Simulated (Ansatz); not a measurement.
This script drives Ansatz 0.2.0 through its Python package.

The script, `ag_slab.py`:
```python
"""Slab calculation for Ag."""

import logging
import sys
import warnings

import ansatz as az
from ase import Atoms
from ase.build import surface
import numpy as np

logging.basicConfig(stream=sys.stdout, format="%(levelname)s:%(name)s:%(message)s")
log = logging.getLogger("run")
log.setLevel(logging.INFO)


def main() -> None:
    warnings.simplefilter("ignore", az.DeckWarning)

    atoms = Atoms(
        ["Ag"],
        scaled_positions=[
            (0.0, 0.0, 0.0),
        ],
        cell=[
            (-1.655654, 1.655654, 1.655654),
            (1.655654, -1.655654, 1.655654),
            (1.655654, 1.655654, -1.655654),
        ],
        pbc=True,
    )
    # Miller indices count the vectors of the cell as typed
    slab = surface(atoms, (1, 1, 0), 9, vacuum=6.0)
    slab.pbc = True

    print(slab.get_chemical_formula(), "area {:.3f} A^2, cell height {:.2f} A".format(np.linalg.norm(np.cross(slab.cell[0], slab.cell[1])), slab.cell[2, 2]))


    def common(structure):
        return (
            az.Crystal.from_ase(structure).calculation()
            .basis(650)
            .occupations("cold", width=0.1)
            .functional("r2scan")
        )


    model = (
        common(slab)
        .kpoints(4, 6, 1)
        .electric_field(axis=3, dipole_correction=True)
        .potential()
        .forces()
    )
    outcome = model.run(threads=1, pin="off")
    r = outcome.report

    log.info(f"slab free energy {r['free_energy_ev']:.4f} eV, Fermi level {r['fermi_energy_ev']:.3f} eV")
    face = r["work_function"]
    print("work function (eV), upper and lower face:", *(round(face[k], 3) for k in ("phi_plus_ev", "phi_minus_ev") if face.get(k) is not None))
    log.info(f"dipole {face['dipole_moment_e_ang']:+.4f} e A")

    log.info("z (A) and force along z (eV/A)")
    for site, force in sorted(zip(outcome.lattice.sites, r["forces_ev_ang"]), key=lambda pair: pair[0].position_ang[2]):
        log.info(f"{site.symbol:3s} {site.position_ang[2]:8.3f} {force[2]:9.4f}")


if __name__ == "__main__":
    main()
```

It is started by `python ag_slab.py`. Estimate its wall time and peak memory on 1 thread of Arm Neoverse V1, on a shared host.

It took about 2.5 min, with a peak of 1.5 GiB, for 1 run of the engine.

```console
$ python ag_slab.py
Ag9 area 13.429 A^2, cell height 22.81 A
RunWarning: efield: at this solve's end the planar-averaged density reaches 4.94e-5 e/Å³ inside the ramp window [0.9062, 0.0938] (bound 1e-5 e/Å³); the window's nearer edge stands 3.86 Å from this [...]
RunWarning: The output density's exchange-correlation potential varies sharply where the density is thin. Do not read a vacuum level from v_tot or v_xc, or from such a field of the output density. On [...]
INFO:run:slab free energy -68433.1942 eV, Fermi level 6.698 eV
work function (eV), upper and lower face: 4.104 4.105
INFO:run:dipole -0.0000 e A
INFO:run:z (A) and force along z (eV/A)
INFO:run:Ag     6.000    0.4756
INFO:run:Ag     7.352   -0.1112
INFO:run:Ag     8.704   -0.0385
INFO:run:Ag    10.056   -0.0230
INFO:run:Ag    11.407   -0.0000
INFO:run:Ag    12.759    0.0230
INFO:run:Ag    14.111    0.0385
INFO:run:Ag    15.463    0.1112
INFO:run:Ag    16.815   -0.4756
```
(Warnings from the package without file and line, shortened.)

Total energies depend on the potentials; only differences at equal settings carry meaning. A total without «per atom» is that of the cell as typed. The density doesn't vanish in the vacuum (a short gap or a low cutoff), which blurs the vacuum level. For a metal this k-point mesh is coarse: on a finer one energies can move by several to tens of meV an atom and pressures by half a GPa or more, differences at one mesh by less. An absolute Fermi energy rests on an arbitrary zero of the periodic potential and has no direct meaning. This isn't the structure that Ag takes at ambient conditions. The slab is thin and cut from the structure as given; a cut can leave two unlike or polar faces, and the surface energy is then their mean. Miller indices refer to the vectors of the cell as typed, and the lattice isn't relaxed for this functional, so relaxation and surface energy can hold strain. The script silences the warnings on its input, which a real study should read.

(Lines on the test bed's own set-up are left out of the output.)
